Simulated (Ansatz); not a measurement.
**MoPt3: a scan of the volume**

Aim, for MoPt3: follow energy and moments against volume.

Method: DFT PBEsol, scalar-relativistic, plane waves, PAW, in Ansatz 0.2.0.

## (1) The structure to begin with

The structure is cubic, space group Pm-3m (No. 221). The conventional cell has a = 3.980 Å, b = 3.980 Å, c = 3.980 Å, α = 90.00°, β = 90.00°, γ = 90.00°. Mo (site symmetry m-3m) has 12 Pt at 2.81 Å as nearest neighbours. Pt (site symmetry 4/mmm) is surrounded by 4 Mo at 2.81 Å and 8 Pt at 2.81 Å.

Coordinates:

```
Mo Pt
1.0
     3.97952    0.00000    0.00000
     0.00000    3.97952    0.00000
     0.00000    0.00000    3.97952
Mo Pt
1 3
Direct
  0.00000 0.00000 0.00000
  0.50000 0.50000 0.00000
  0.50000 0.00000 0.50000
  0.00000 0.50000 0.50000
```

Source of the structure: the Materials Project (structure only). It is taken as it stands there.

## (2) The base run, which the others are set against

input.yaml reads:

```yaml
crystal:
  lattice:
    - [3.979521, 0.0, 0.0]
    - [0.0, 3.979521, 0.0]
    - [0.0, 0.0, 3.979521]
  atoms:
    - { symbol: Mo, position: [0.0, 0.0, 0.0], spin: 0.12 }
    - { symbol: Pt, position: [0.5, 0.5, 0.0], spin: 0.01 }
    - { symbol: Pt, position: [0.5, 0.0, 0.5], spin: 0.01 }
    - { symbol: Pt, position: [0.0, 0.5, 0.5], spin: 0.01 }
basis:
  ecutwfc: 420
kpoints:
  mp_grid: { grid: [10, 10, 10] }
hamiltonian:
  xc: pbesol
scf:
  occupations: { method: gaussian, width: 0.1 }
output:
  forces: true
  stress: true
  eigenvalues: true
  populations: true
  write_density: true
  write_potential: true
  elf: true
  volumetric_format: npy
magnetization:
  spin_polarized: true
```

It was run beforehand and gave: -10512.3446 eV/atom at zero smearing, pressure -11.05 GPa, largest force 0.000 eV/Å, no gap on the mesh, site moments Mo +1.25, Pt +0.12 (×3) μB, in 12 SCF cycles and 28 s.

## (3) V/V0 = 0.8, start: antiferromagnetic, doubled cell, propagation vector (1/2, 1/2, 1/2)

input.yaml reads:

```yaml
crystal:
  lattice:
    - [3.6942600473, 0.0, 3.6942600473]
    - [0.0, 3.6942600473, 3.6942600473]
    - [0.0, 0.0, 7.3885200947]
  atoms:
    - { symbol: Mo, position: [0.0, 0.0, 0.0], spin: 1.0 }
    - { symbol: Pt, position: [0.5, 0.5, 0.5] }
    - { symbol: Pt, position: [0.5, 0.0, 0.0] }
    - { symbol: Pt, position: [0.0, 0.5, 0.0] }
    - { symbol: Mo, position: [0.0, 0.0, 0.5], spin: -1.0 }
    - { symbol: Pt, position: [0.5, 0.5, 0.0] }
    - { symbol: Pt, position: [0.5, 0.0, 0.5] }
    - { symbol: Pt, position: [0.0, 0.5, 0.5] }
basis:
  ecutwfc: 420
kpoints:
  mp_grid: { grid: [10, 10, 5] }
hamiltonian:
  xc: pbesol
scf:
  occupations: { method: gaussian, width: 0.1 }
  lower_state_search: "off"
output:
  forces: true
  stress: true
  eigenvalues: true
  populations: true
magnetization:
  spin_polarized: true
```

Started as:

```bash
ansatz run input.yaml --threads 1 --pin off --max-ram 2560MiB --backend cpu --events-out ev --progress --plain --runs-dir out
```

## (4) V/V0 = 0.86, start: antiferromagnetic, doubled cell, propagation vector (1/2, 1/2, 1/2)

Edit input.yaml of step 3 so:

```diff
@@ -2,5 +2,5 @@
   lattice:
-    - [3.6942600473, 0.0, 3.6942600473]
-    - [0.0, 3.6942600473, 3.6942600473]
-    - [0.0, 0.0, 7.3885200947]
+    - [3.7843992805, 0.0, 3.7843992805]
+    - [0.0, 3.7843992805, 3.7843992805]
+    - [0.0, 0.0, 7.5687985609]
   atoms:
```

## (5) V/V0 = 0.92, start: antiferromagnetic, doubled cell, propagation vector (1/2, 1/2, 1/2)

Edit input.yaml of step 4 so:

```diff
@@ -2,5 +2,5 @@
   lattice:
-    - [3.7843992805, 0.0, 3.7843992805]
-    - [0.0, 3.7843992805, 3.7843992805]
-    - [0.0, 0.0, 7.5687985609]
+    - [3.8704376583, 0.0, 3.8704376583]
+    - [0.0, 3.8704376583, 3.8704376583]
+    - [0.0, 0.0, 7.7408753166]
   atoms:
@@ -28,2 +28,6 @@
   populations: true
+  write_density: true
+  write_potential: true
+  elf: true
+  volumetric_format: npy
 magnetization:
```

## (6) V/V0 = 0.96, start: antiferromagnetic, doubled cell, propagation vector (1/2, 1/2, 1/2)

Edit input.yaml of step 5 so:

```diff
@@ -2,5 +2,5 @@
   lattice:
-    - [3.8704376583, 0.0, 3.8704376583]
-    - [0.0, 3.8704376583, 3.8704376583]
-    - [0.0, 0.0, 7.7408753166]
+    - [3.9257370961, 0.0, 3.9257370961]
+    - [0.0, 3.9257370961, 3.9257370961]
+    - [0.0, 0.0, 7.8514741922]
   atoms:
@@ -28,6 +28,2 @@
   populations: true
-  write_density: true
-  write_potential: true
-  elf: true
-  volumetric_format: npy
 magnetization:
```

## (7) V/V0 = 1.04, start: antiferromagnetic, doubled cell, propagation vector (1/2, 1/2, 1/2)

Edit input.yaml of step 6 so:

```diff
@@ -2,5 +2,5 @@
   lattice:
-    - [3.9257370961, 0.0, 3.9257370961]
-    - [0.0, 3.9257370961, 3.9257370961]
-    - [0.0, 0.0, 7.8514741922]
+    - [4.0318891238, 0.0, 4.0318891238]
+    - [0.0, 4.0318891238, 4.0318891238]
+    - [0.0, 0.0, 8.0637782477]
   atoms:
```

## (8) V/V0 = 1.1, start: antiferromagnetic, doubled cell, propagation vector (1/2, 1/2, 1/2)

Edit input.yaml of step 7 so:

```diff
@@ -2,5 +2,5 @@
   lattice:
-    - [4.0318891238, 0.0, 4.0318891238]
-    - [0.0, 4.0318891238, 4.0318891238]
-    - [0.0, 0.0, 8.0637782477]
+    - [4.1079803973, 0.0, 4.1079803973]
+    - [0.0, 4.1079803973, 4.1079803973]
+    - [0.0, 0.0, 8.2159607947]
   atoms:
```

## (9) V/V0 = 1.18, start: antiferromagnetic, doubled cell, propagation vector (1/2, 1/2, 1/2)

Edit input.yaml of step 8 so:

```diff
@@ -2,5 +2,5 @@
   lattice:
-    - [4.1079803973, 0.0, 4.1079803973]
-    - [0.0, 4.1079803973, 4.1079803973]
-    - [0.0, 0.0, 8.2159607947]
+    - [4.2052466152, 0.0, 4.2052466152]
+    - [0.0, 4.2052466152, 4.2052466152]
+    - [0.0, 0.0, 8.4104932304]
   atoms:
```

(Steps that only read results are left out.)

Q: Predict the outcome of the series: the values and the trend.

The runs gave:

```
                                                                                 quantity        value
lowest point, start “antiferromagnetic, doubled cell, propagation vector (1/2, 1/2, 1/2)”  V/V0 = 0.96
```

What this shows: For the start “antiferromagnetic, doubled cell, propagation vector (1/2, 1/2, 1/2)” the lowest point lies at V/V0 = 0.96. The pressure passes through zero near V/V0 = 0.955, about 15.04 Å³/atom. The moments vanish at V/V0 = 0.92 and below and stand from 0.96 up, reaching 1.64 μB: expansion narrows the bands and favours magnetism. The listed cell is far from this method's equilibrium (-11.0 GPa, forces up to 0.00 eV/Å), so its values are not those of the relaxed crystal. The runs treat Pt without spin-orbit coupling.
